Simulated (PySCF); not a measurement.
# C3H10SSi: the cost of one run

Computed with PySCF 2.14.0, with density-fitted response routines of our own, on a single molecule in the gas phase. Atoms count from 0, in the outputs and in this text.

## (1) The molecule as given

15 atoms, charge 0, multiplicity 1; geometry from: GFN2-xTB. The atoms were then displaced at random by about 0.01 Å, so the start is not that level's minimum.

Bonds of the start (Å): Si0–C1 1.88, C1–C2 1.51, C2–C3 1.56, C3–S4 1.80, Si0–H5 1.47, Si0–H6 1.45, Si0–H7 1.49, C1–H8 1.10, C1–H9 1.08, C2–H10 1.11, C2–H11 1.09, C3–H12 1.08, C3–H13 1.09, S4–H14 1.34.

## (2) Optimising the geometry at PBE0-D3(BJ)/def2-SVP

The job: settings as JSON, then the geometry in Å.

```
{"job": {"xc": "PBE0", "basis": "def2-SVP", "d3": "d3bj", "grid": 1, "shake": 0.01, "kind": "geom"}, "charge": 0, "multiplicity": 1}
Si    -2.266920     0.609820     0.632500
C     -0.727210     0.364520    -0.423850
C      0.383610    -0.305290     0.349960
C      1.669770    -0.491110    -0.514040
S      2.990110    -1.347680     0.362530
H     -1.953240     1.476620     1.779400
H     -2.772720    -0.663970     1.090400
H     -3.283170     1.306270    -0.197590
H     -0.364760     1.333090    -0.784100
H     -0.963170    -0.243000    -1.285770
H      0.656860     0.304220     1.236290
H      0.078990    -1.276030     0.732460
H      1.991600     0.470440    -0.885670
H      1.399240    -1.133560    -1.355670
H      3.145690    -0.421720     1.313430
```

On the command line:

```bash
> OMP_NUM_THREADS=1 python probes_run.py task.json out
```

One launch serves the whole session: the jobs run in the order shown.

**Question.** How long does this first job take on 1 thread of Arm Neoverse V1, shared host, and how much memory does it need?

About 35 s, with a peak of 0.5 GiB.
